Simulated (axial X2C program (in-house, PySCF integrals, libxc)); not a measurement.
# All-electron X2C curves of INa

Aim: find the lowest determinant of INa, scan the bond at several levels and fit the constants, once spin-free and once with spin–orbit coupling.

Computed with an in-house X2C program for linear molecules on PySCF integrals. Level: all-electron X2C, I dyall-v3z, Na dyall-v3z.

All values are calculated.

### 1 Input

File task.json:

```json
{"zs": [53, 11], "q": 0, "bas": ["dyall-v3z", "dyall-v3z"], "levels": ["PBE0", "HF", "r2SCAN0", "TPSSh"], "cc": false, "r0": 2.88, "npts": 10, "nst": 2, "ntry": 6, "opt": {"maxit": 5}}
```

Keys: zs atomic numbers; q charge; bas basis sets; levels methods (HF also brings MP2); cc coupled cluster on or off; r0 starting distance in Å; npts points asked for on the curve; nst determinants followed; ntry starts of the search; maxit SCF iteration limit on the curve.

On the command line:

```console
> python so2c.py task.json out
```

Spin-free means the one-electron spin-free X2C Hamiltonian; two-component (2c) means X2C with spin–orbit coupling and atomic mean-field two-electron Coulomb and Gaunt terms. Basis: I dyall-v3z contracted to [11s12p8d1f], Na dyall-v3z contracted to [9s8p4d2f]; Gaussian nuclei, density fitting. Masses: I 126.904 u, Na 22.990 u.

Notation: σ, π±, δ± give the projection m of an orbital's angular momentum (0, ±1, ±2), α and β its spin, Λ and M_S the sums; ω is the projection of a spinor's total angular momentum and Ω the sum. Logs are in hartree.

After this run come: PBE0, spin-free; HF, spin-free; r2SCAN0, spin-free; TPSSh, spin-free; PBE0, 2c; HF, 2c; r2SCAN0, 2c; TPSSh, 2c.

Q: Predict the outcome of this session. Wanted: for each run, Hamiltonian; Re; ωe; De.

As calculated:

| Hamiltonian | level | Re (Å) | ωe (cm⁻¹) | De (eV) |
| --- | --- | --- | --- | --- |
| spin-free | HF | 2.754 | 252.9 | 2.41 |
| spin-free | MP2 | 2.721 | 259.3 | 3.24 |
| spin-free | r2SCAN0 | 2.715 | 259.4 | 3.32 |
| 2c | HF | 2.757 | 251.9 | 2.11 |
| 2c | MP2 | 2.723 | 258.3 | 2.96 |
| 2c | r2SCAN0 | 2.718 | 258.4 | 3.15 |

What this shows: One setting of the input is poor: too few iterations allowed (5 iterations an attempt). 40 of 98 points did not converge. The numbers above are not properties of INa; the cure is to run again with the usual setting.
